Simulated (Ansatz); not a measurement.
# Zn2C (antifluorite type): optical response by level

How does Zn2C (antifluorite type) absorb light if electrons and holes don't interact? Plan: optics with PBE on 6×6×6; optics with r2SCAN on 6×6×6.

Computed with Ansatz 0.2.0 (plane waves, PAW; no local fields, no excitons, unless a step's input says otherwise).

1 further run of the same task is left out (it didn't finish). Runs told in other sessions of the task aren't counted.

### Step 1. Starting point

The structure is cubic, space group Fm-3m (No. 225). Conventional cell: a = 5.156 Å, b = 5.156 Å, c = 5.156 Å, α = 90.00°, β = 90.00°, γ = 90.00°. C (site symmetry m-3m) is surrounded by 8 Zn at 2.23 Å. Zn (site symmetry -43m) has 4 C at 2.23 Å in its first shell of neighbours.

Coordinates:

```cif
data_structure
_symmetry_space_group_name_H-M 'Fm-3m'
_symmetry_Int_Tables_number 225
_cell_length_a 5.1559
_cell_length_b 5.1559
_cell_length_c 5.1559
_cell_angle_alpha 90.000
_cell_angle_beta 90.000
_cell_angle_gamma 90.000
_cell_volume 137.06
loop_
_atom_site_label
_atom_site_type_symbol
_atom_site_symmetry_multiplicity
_atom_site_Wyckoff_symbol
_atom_site_fract_x
_atom_site_fract_y
_atom_site_fract_z
_atom_site_occupancy
C1 C 4 a 0.00000 0.00000 0.00000 1
Zn1 Zn 8 c 0.25000 0.75000 0.75000 1
```

Cell and atoms come from an earlier r2SCAN relaxation.

### Step 2. Optics, PBE

input.yaml

```yaml
crystal:
  lattice:
    - [0.0, 2.5779490272, 2.5779490272]
    - [2.5779490272, 0.0, 2.5779490272]
    - [2.5779490272, 2.5779490272, 0.0]
  atoms:
    - { symbol: C, position: [0.0, 0.0, 0.0] }
    - { symbol: Zn, position: [0.25, 0.25, 0.25] }
    - { symbol: Zn, position: [0.75, 0.75, 0.75] }
kpoints:
  mp_grid: { grid: [6, 6, 6] }
hamiltonian:
  xc: pbe
scf:
  occupations: { method: fermi_dirac, width: 0.02 }
output:
  optics:
    e_range: [0, 12]
    de: 0.05
    sigma: 0.1
    bands: { spectra_wanted_up_to: 12 }
```

Run with:

```
> ansatz run input.yaml --threads 4 --pin off --max-ram 3686MiB --backend cpu --events-out ev --progress --plain --runs-dir out
```

The log of the run:

```text
Warning: RAYON_NUM_THREADS=4 ignored (pool sized by the plan → 4); use --threads N
Engine: ansatz 0.2.0, aarch64-unknown-linux-gnu
Pseudopotentials: kind: paw
Pseudopotential: C, paw, valence charge 4, recommended cutoff 420 eV (normal), C.paw.azcp
Pseudopotential: Zn, paw, valence charge 12, recommended cutoff 420 eV (normal), Zn.paw.azcp
Functional definition: PBE
  parameter kappa = 0.804
  parameter beta = 0.06672455060314922
  exchange = pbe_x(kappa = kappa, mu = beta*pi^2/3)
  correlation = pbe_c(beta = beta)
Crystal: 3 atoms, lattice volume = 34.265 Å³
Basis set: ecut = 420 eV, 645 PW (Γ)
Bands: 18, of which v1, the nominal top of the filled ones, is band 14 counted from 1 (13 counted from 0)
Symmetry: 48 space group operations
Space group: Fm-3m (ITA 225), of the structure as read, at distance tolerance 3.2e-5 Å
k-points: 16 of 216
Non-local potential: C, projectors of the file, l = 0: 2, l = 1: 2, l = 2: 1
Non-local potential: Zn, projectors of the file, l = 0: 2, l = 1: 2, l = 2: 3, l = 3: 1
PAW form: soft (Blöchl's): semilocal exchange-correlation on the pseudo side does not see the compensation charge
PAW one-centre angular grid: C, 110 points (default); XC on 64 Gauss nodes
PAW one-centre angular grid: Zn, 590 points (default); XC on 64 Gauss nodes
Initial density: superposition of atomic densities (neutral atoms: chi_scale 0, normalization atom), corrected by the library's trained network
Initial wavefunctions: pseudopotential atomic-orbital guess
Functional: x = pbe(κ = 0.804, μ = 0.2195149727645171), c = pbe(β = 0.06672455060314922)
SCF iter   1: F=—  HF=-6886.806437 eV  |F-HF|=—  |Δ(HF+E_count)|=         —  Δρ=2.06e-3  dr2=1.31e-3  ethr=1.77e-3  ⟨swp⟩=5.9  Hψ=1357  notcnv=0
preconditioner: auto → none  [insulator: Δε(μ)=0.855 eV  Ē_g=11.808 eV  σ=0.020 eV  W_gap=0.67  n_scr=14 (ndim 8)  ℏωp=33.6 eV  f_vac=0.004  D(μ)=0.31/eV (n_scr^D=0)  ε∞_Penn≈9.1]
SCF iter   2: F=—  HF=-6886.807152 eV  |F-HF|=—  |Δ(HF+E_count)|=   7.15e-4  Δρ=6.40e-4  dr2=6.35e-5  ethr=4.66e-6  ⟨swp⟩=2.1  Hψ=660  notcnv=0
SCF iter   3: F=—  HF=-6886.807213 eV  |F-HF|=—  |Δ(HF+E_count)|=   6.13e-5  Δρ=2.94e-4  dr2=8.76e-6  ethr=2.27e-7  ⟨swp⟩=2.0  Hψ=497  notcnv=0
SCF iter   4: F=—  HF=-6886.807222 eV  |F-HF|=—  |Δ(HF+E_count)|=   9.00e-6  Δρ=1.20e-4  dr2=2.98e-6  ethr=3.13e-8  ⟨swp⟩=2.1  Hψ=517  notcnv=0
SCF iter   5: F=—  HF=-6886.807221 eV  |F-HF|=—  |Δ(HF+E_count)|=   1.01e-6  Δρ=1.63e-5  dr2=8.22e-8  ethr=1.06e-8  ⟨swp⟩=2.0  Hψ=497  notcnv=0
SCF iter   6: F=—  HF=-6886.807221 eV  |F-HF|=—  |Δ(HF+E_count)|=   2.24e-8  Δρ=1.94e-6  dr2=1.49e-9  ethr=2.93e-10  ⟨swp⟩=2.1  Hψ=506  notcnv=0
SCF iter   7: F=—  HF=-6886.807221 eV  |F-HF|=—  |Δ(HF+E_count)|=  4.97e-10  Δρ=3.52e-7  dr2=4.58e-11  ethr=5.33e-12  ⟨swp⟩=2.1  Hψ=507  notcnv=0
SCF iter   8: F=-6886.807221 eV  HF=-6886.807221 eV  |F-HF|=1.82e-12  |Δ(HF+E_count)|=  6.37e-12  Δρ=1.56e-8  dr2=4.24e-14  ethr=1.00e-12  ⟨swp⟩=3.2  Hψ=826  notcnv=0
SCF 1 converged in 8 iterations: F = -6886.807221 eV  dr2 = 4.24e-14
NSCF: frozen V_eff on 16 k-points
Optics k sum: 0 of 16 k-points
[...]
output.optics: what the bands over the 28 summed would add to eps1, eps2 and the energy-loss function is held between a lower and an upper bound (7 Lanczos steps). eps1, eps2 and their loss function (loss_summed_bands) are given on every row as the summed bands alone make them. Along an axis, on a row where the two bounds hold the loss function to about 1 % of the greater of itself and 0.5 % of |1/eps|, its cell (loss_completed) is given, with the completed eps1 and eps2 that it is formed of (a cell that is left empty reads nan in the table and null in the record). The two bounds hold it so along every axis on all 240 rows up to 12.000 eV. The run works to bound the rows up to 12.000 eV and no higher ones: a peak of the loss function over that energy may be left empty with no warning. To have the run work for it, set output.optics.bands.spectra_wanted_up_to to a higher energy. perfect_screening_sum, loss_f_sum_n_eff and, beside carriers, perfect_screening_limit are those of loss_summed_bands: over the bounded function the two sums would run over rows that are not all bounded, and lack what the bands left out lay past the top of the energy grid. Bounded is said of the bands left out alone, which are those that the basis at basis.ecutwfc holds: it says nothing of that cutoff, of the k-point mesh, of what the sum inside its cells errs by (eps2_relative_error), of the factors of all_electron_strengths, nor of how far the SCF is converged. The bands left out are taken at the k-points, and what their mean over the points' cells stands off that by is in neither bound: the run's estimate of it, which the test of a row counts in, is 0.07 % of |eps| at the most among the values given; where the mean stood off by over 0.5 % the points' spread read 0.1 to 3 times that
SCF converged after 8 iterations
Free energy (F): -6886.807221 eV
Harris-Foulkes:  -6886.807221 eV  (|F-HF|=1.82e-12)
Internal energy: -6886.806866 eV  (E = F + TS)
E sigma→0 (E₀):  -6886.807043 eV
Entropy (-TS):   -0.000356 eV (-0.119 meV/atom)
Fermi energy:    12.338908 eV
--- Per-component energies (eV) ---
  E_band       = 142.752673
  E_kinetic    = 349.327099
  E_local      = -3129.004439  (includes V_loc(G=0)·N_el)
  E_nonlocal   = 1252.858868
  E_hartree    = 1314.950608
  E_xc         = -323.150422
  E_vxc        = -164.634985  (∫ρ·V_xc dr)
  E_paw        = -3752.185815  (= ΣΔE_a)
  E_vpaw       = -795.694255  (= ΣTr[D̂ρ^β])
  E_aug_tail   = -0.000839  (compensation charges beyond the density's cutoff)
  E_ewald      = -2599.601926
  E_smearing   = -0.000356  (= −TS)
  E_closure    = -0.000000  (closes the sum)
  Σ components = -6886.807221   (vs F -6886.807221, Δ=0.00e0)
--- Band table (eV; the first three rows and the last of 16) ---
  k-point 0: bands = ["-1.7681", "3.5957", "3.5957", "3.5957", "3.8027", "3.8027", "5.1388", "5.1388", "5.1388", "5.4998", "5.4998", "12.2104", "12.3250", "12.3250", "12.3250", "16.4980", "16.4980", "16.4980"]
  k-point 1: bands = ["-1.4100", "3.5780", "3.6817", "3.6817", "3.9087", "3.9087", "5.0553", "5.0780", "5.0780", "5.3560", "5.3560", "9.9056", "11.9225", "11.9225", "13.3226", "16.4321", "17.1702", "17.1702"]
  k-point 2: bands = ["-0.5093", "3.6327", "3.9067", "3.9067", "4.1954", "4.1954", "4.8960", "4.8960", "4.9011", "5.0006", "5.0006", "7.0740", "11.3803", "11.3803", "13.2747", "17.5328", "17.6197", "17.6197"]
  k-point 15: bands = ["0.6889", "3.4809", "3.9921", "4.1473", "4.1774", "4.5711", "4.7639", "4.8877", "5.0180", "5.0825", "5.3554", "7.1618", "7.6806", "7.7580", "15.0792", "15.9560", "18.8282", "18.9188"]
```

Wall time 6.4 s (4 threads of Arm Neoverse V2, shared host); peak memory 0.69 GiB.

optics.tsv begins:

```
# eps2_relative_error = 0.0008
# drude_weight_relative_error = 0.0748
# drude_damping_ev = 0e0
# drude_plasma_energy_squared_ev2(xx yy zz xy xz yz) = 0.019894 0.019894 0.019894 -0.000000 -0.000000 0.000000
# drude_plasma_energy_ev(xx yy zz) = 0.141047 0.141047 0.141047
# f_sum_n_eff(xx yy zz) = 10.218307 10.218307 10.218307 of n_electrons = 28.000000
# n_bands = 28
# n_bands_set_by = photon_energy
# valid_up_to_ev = 20.967952
```

The dielectric function from optics.tsv (isotropic), one row in 6 (narrow peaks fall between the rows):

```csv
E (eV),ε₂ xx,ε₁ xx
0.05,1.62,14.50
0.35,4.11,17.51
0.65,4.03,16.50
0.95,4.33,16.24
1.25,5.00,16.46
1.55,6.36,17.15
1.85,9.99,18.06
2.15,13.66,11.38
2.45,10.58,8.75
2.75,8.68,8.45
3.05,7.57,8.97
3.35,7.09,10.08
3.65,7.35,11.87
3.95,9.13,15.15
4.25,17.95,14.71
4.55,22.01,8.94
4.85,19.75,-2.91
5.15,12.57,-0.40
5.45,13.89,0.36
5.75,14.78,-1.42
6.05,11.58,-3.60
6.35,12.28,-4.46
6.65,9.36,-5.66
6.95,7.33,-5.64
7.25,5.90,-5.15
7.55,4.81,-4.64
7.85,3.94,-4.04
8.15,3.31,-3.33
8.45,3.27,-2.53
8.75,3.10,-2.53
9.05,2.79,-2.09
9.35,2.83,-1.75
9.65,2.97,-1.64
9.95,2.97,-1.68
10.25,2.98,-1.88
10.55,2.60,-2.24
10.85,2.06,-2.06
11.15,1.69,-1.76
11.45,1.55,-1.36
11.75,1.80,-1.12
```

Tallest peaks of ε₂: 14.4 at 2.05 eV, 24.2 at 4.70 eV, 14.8 at 5.75 eV.

### Step 3. Optics, r2SCAN

Changes to input.yaml since step 2:

```diff
@@ -12,3 +12,3 @@
 hamiltonian:
-  xc: pbe
+  xc: r2scan
 scf:
@@ -21 +21,5 @@
     bands: { spectra_wanted_up_to: 12 }
+  write_density: true
+  write_potential: true
+  elf: true
+  volumetric_format: npy
```

Run with:

```
> ansatz run input.yaml --threads 4 --pin off --max-ram 3686MiB --backend cpu --events-out ev --progress --plain --runs-dir out
```

The log of the run:

```text
Warning: RAYON_NUM_THREADS=4 ignored (pool sized by the plan → 4); use --threads N
[... 2 set-up lines as earlier in the session ...]
Pseudopotential: C, paw, valence charge 4, recommended cutoff 500 eV (meta_gga), C.paw.azcp
Pseudopotential: Zn, paw, valence charge 12, recommended cutoff 500 eV (meta_gga), Zn.paw.azcp
Functional definition: r2SCAN
  parameter k0 = 0.174
  parameter k1 = 0.065
  parameter a1 = 4.9479
  exchange = r2scan_x(k0 = k0, k1 = k1, a1 = a1)
  correlation = r2scan_c
Crystal: 3 atoms, lattice volume = 34.265 Å³
Basis set: ecut = 500 eV, 893 PW (Γ), exchange–correlation on 108×108×108 points (64 copies of the dense FFT grid, shifted against one another)
Bands: 18, of which v1, the nominal top of the filled ones, is band 14 counted from 1 (13 counted from 0)
[... 2 set-up lines as earlier in the session ...]
k-points: 16 of 216
[... 3 set-up lines as earlier in the session ...]
PAW frozen core: C, regenerated for the run's functional (the file was generated under x = pbe(κ = 0.804, μ = 0.2195149727645171), c = pbe(β = 0.06672455060314922))
PAW frozen core: Zn, regenerated for the run's functional (the file was generated under x = pbe(κ = 0.804, μ = 0.2195149727645171), c = pbe(β = 0.06672455060314922))
PAW one-centre angular grid: C, 302 points (default); XC on 239 of its mesh's 2573 points in the sphere
PAW one-centre angular grid: Zn, 590 points (default); XC on 261 of its mesh's 2673 points in the sphere
[... 2 set-up lines as earlier in the session ...]
Functional: x = r2scan, c = r2scan; τ floored in thin density (d = 2e-4 eV/Å³)
SCF iter   1: F=—  HF=-6901.075158 eV  |F-HF|=—  |Δ(HF+E_count)|=         —  Δρ=2.37e-2  dr2=8.94e-2  dr2_τ=7.29e-2  ethr=1.77e-3  ⟨swp⟩=5.9  Hψ=1377  notcnv=0
preconditioner: auto → none  [insulator: Δε(μ)=0.071 eV  Ē_g=12.698 eV  σ=0.020 eV  W_gap=0.67  n_scr=14 (ndim 8)  ℏωp=33.6 eV  f_vac=0.005  D(μ)=0.19/eV (n_scr^D=0)  ε∞_Penn≈8.0]
SCF iter   2: F=—  HF=-6901.090006 eV  |F-HF|=—  |Δ(HF+E_count)|=   1.48e-2  Δρ=6.08e-3  dr2=1.36e-2  dr2_τ=6.51e-4  ethr=3.19e-4  ⟨swp⟩=2.6  Hψ=713  notcnv=0
SCF iter   3: F=—  HF=-6901.082084 eV  |F-HF|=—  |Δ(HF+E_count)|=   7.92e-3  Δρ=4.54e-3  dr2=2.87e-3  dr2_τ=6.93e-5  ethr=4.84e-5  ⟨swp⟩=2.4  Hψ=573  notcnv=0
SCF iter   4: F=—  HF=-6901.082498 eV  |F-HF|=—  |Δ(HF+E_count)|=   4.14e-4  Δρ=1.02e-3  dr2=2.72e-4  dr2_τ=3.66e-5  ethr=1.02e-5  ⟨swp⟩=2.0  Hψ=479  notcnv=0
SCF iter   5: F=—  HF=-6901.082464 eV  |F-HF|=—  |Δ(HF+E_count)|=   3.39e-5  Δρ=1.59e-4  dr2=1.18e-5  dr2_τ=7.67e-7  ethr=9.71e-7  ⟨swp⟩=2.0  Hψ=510  notcnv=0
SCF iter   6: F=—  HF=-6901.082457 eV  |F-HF|=—  |Δ(HF+E_count)|=   7.31e-6  Δρ=2.73e-5  dr2=1.16e-7  dr2_τ=2.01e-8  ethr=4.21e-8  ⟨swp⟩=2.4  Hψ=503  notcnv=0
SCF iter   7: F=—  HF=-6901.082459 eV  |F-HF|=—  |Δ(HF+E_count)|=   2.21e-6  Δρ=5.61e-6  dr2=4.98e-9  dr2_τ=3.10e-11  ethr=4.14e-10  ⟨swp⟩=2.0  Hψ=512  notcnv=0
SCF iter   8: F=—  HF=-6901.082459 eV  |F-HF|=—  |Δ(HF+E_count)|=   2.78e-9  Δρ=9.72e-7  dr2=2.13e-10  dr2_τ=3.26e-12  ethr=1.78e-11  ⟨swp⟩=2.1  Hψ=513  notcnv=0
SCF iter   9: F=-6901.082459 eV  HF=-6901.082459 eV  |F-HF|=9.09e-13  |Δ(HF+E_count)|=  5.55e-11  Δρ=6.89e-8  dr2=1.60e-12  dr2_τ=2.26e-14  ethr=1.00e-12  ⟨swp⟩=1.8  Hψ=1017  notcnv=0
SCF 1 converged in 9 iterations: F = -6901.082459 eV  dr2 = 1.60e-12
NSCF: frozen V_eff on 16 k-points
Optics k sum: 0 of 16 k-points
[...]
output.optics: what the bands over the 28 summed would add to eps1, eps2 and the energy-loss function is held between a lower and an upper bound (8 Lanczos steps). eps1, eps2 and their loss function (loss_summed_bands) are given on every row as the summed bands alone make them. Along an axis, on a row where the two bounds hold the loss function to about 1 % of the greater of itself and 0.5 % of |1/eps|, its cell (loss_completed) is given, with the completed eps1 and eps2 that it is formed of (a cell that is left empty reads nan in the table and null in the record). The two bounds hold it so along every axis on all 240 rows up to 12.000 eV. The run works to bound the rows up to 12.000 eV and no higher ones: a peak of the loss function over that energy may be left empty with no warning. To have the run work for it, set output.optics.bands.spectra_wanted_up_to to a higher energy. perfect_screening_sum, loss_f_sum_n_eff and, beside carriers, perfect_screening_limit are those of loss_summed_bands: over the bounded function the two sums would run over rows that are not all bounded, and lack what the bands left out lay past the top of the energy grid. Bounded is said of the bands left out alone, which are those that the basis at basis.ecutwfc holds: it says nothing of that cutoff, of the k-point mesh, of what the sum inside its cells errs by (eps2_relative_error), of the factors of all_electron_strengths, nor of how far the SCF is converged. The bands left out are taken at the k-points, and what their mean over the points' cells stands off that by is in neither bound: the run's estimate of it, which the test of a row counts in, is 0.06 % of |eps| at the most among the values given; where the mean stood off by over 0.5 % the points' spread read 0.1 to 3 times that
SCF converged after 9 iterations
Free energy (F): -6901.082459 eV
Harris-Foulkes:  -6901.082459 eV  (|F-HF|=9.09e-13)
Internal energy: -6901.082232 eV  (E = F + TS)
E sigma→0 (E₀):  -6901.082346 eV
Entropy (-TS):   -0.000227 eV (-0.076 meV/atom)
Fermi energy:    12.257020 eV
--- Per-component energies (eV) ---
  E_band       = 131.730105
  E_kinetic    = 347.904263
  E_local      = -3141.034457  (includes V_loc(G=0)·N_el)
  E_nonlocal   = 1260.424235
  E_hartree    = 1325.494718
  E_xc         = -295.760390
  E_vxc        = -173.075532  (∫ρ·V_xc dr)
  E_paw        = -3798.118514  (= ΣΔE_a)
  E_vpaw       = -822.751829  (= ΣTr[D̂ρ^β])
  E_aug_tail   = -0.000148  (compensation charges beyond the density's cutoff)
  E_vtau       = 9.274169  (kinetic-family band-sum trace: ∫τ·v_τ [+ j·A + Jᵃ·Aᵃ] dr)
  E_ewald      = -2599.601926
  E_core_change = -0.390011  (= ΣΔE_core)
  E_smearing   = -0.000227  (= −TS)
  E_closure    = -0.000000  (closes the sum)
  Σ components = -6901.082459   (vs F -6901.082459, Δ=0.00e0)
--- Band table (eV; the first three rows and the last of 16) ---
  k-point 0: bands = ["-2.5580", "3.1607", "3.1607", "3.1607", "3.4000", "3.4000", "4.7419", "4.7419", "4.7419", "5.1048", "5.1048", "12.2040", "12.2040", "12.2040", "12.2850", "16.7355", "16.7355", "16.7355"]
  k-point 1: bands = ["-2.1980", "3.1506", "3.2504", "3.2504", "3.5064", "3.5064", "4.6588", "4.6809", "4.6809", "4.9618", "4.9618", "9.7111", "11.7868", "11.7868", "13.4489", "16.7215", "17.4339", "17.4339"]
  k-point 2: bands = ["-1.3037", "3.2369", "3.4820", "3.4820", "3.7954", "3.7954", "4.4983", "4.4983", "4.5065", "4.6070", "4.6070", "6.7704", "11.2160", "11.2160", "13.4258", "17.8698", "17.8698", "17.9084"]
  k-point 15: bands = ["-0.1247", "3.0871", "3.6021", "3.7504", "3.7809", "4.1648", "4.3655", "4.4889", "4.6274", "4.6856", "4.9471", "6.8709", "7.4312", "7.4986", "15.2183", "16.2149", "19.2917", "19.3058"]
```

Wall time 11 s (4 threads of Arm Neoverse V2, shared host); peak memory 0.77 GiB.

From the head of optics.tsv:

```
# eps2_relative_error = 0.0010
# drude_weight_relative_error = 0.2473
# drude_damping_ev = 0e0
# drude_plasma_energy_squared_ev2(xx yy zz xy xz yz) = 0.005764 0.005764 0.005764 0.000000 -0.000000 0.000000
# drude_plasma_energy_ev(xx yy zz) = 0.075924 0.075924 0.075924
# f_sum_n_eff(xx yy zz) = 10.613240 10.613240 10.613240 of n_electrons = 28.000000
# n_bands = 28
# n_bands_set_by = photon_energy
# valid_up_to_ev = 22.023267
```

The dielectric function from optics.tsv (isotropic), one row in 15 (narrow peaks fall between the rows):

```
E (eV)  ε₂ xx  ε₁ xx
  0.05   0.38  14.75
  0.80   3.00  14.23
  1.55   4.14  14.49
  2.30  11.32  14.94
  3.05   7.92   8.15
  3.80   6.48  10.04
  4.55  14.87  15.66
  5.30  14.93  -2.66
  6.05  13.65   0.30
  6.80  11.37  -4.64
  7.55   6.21  -4.99
  8.30   3.83  -3.79
  9.05   3.22  -2.42
  9.80   2.66  -1.68
 10.55   2.81  -1.53
 11.30   2.12  -2.03
```

Tallest peaks of ε₂: 12.2 at 2.40 eV, 23.7 at 5.05 eV, 14.2 at 6.15 eV.

### Step 4. Comparison

```tsv
level	mesh	tallest peak of ε₂	time
PBE	6×6×6	24.2 at 4.70 eV	6.4 s
r2SCAN	6×6×6	23.7 at 5.05 eV	11 s
```

### Step 5. What came out

```
                  quantity            value
   tallest peak of ε₂, PBE  24.2 at 4.70 eV
tallest peak of ε₂, r2SCAN  23.7 at 5.05 eV
```

What this shows: The bands overlap or leave a gap under 0.1 eV, which the smearing fills in part, so no ε∞ is quoted there; free carriers add a Drude term, which without damping shows in ε₁ alone. For such bands the peaks and the Drude weight on a 6×6×6 mesh aren't converged.
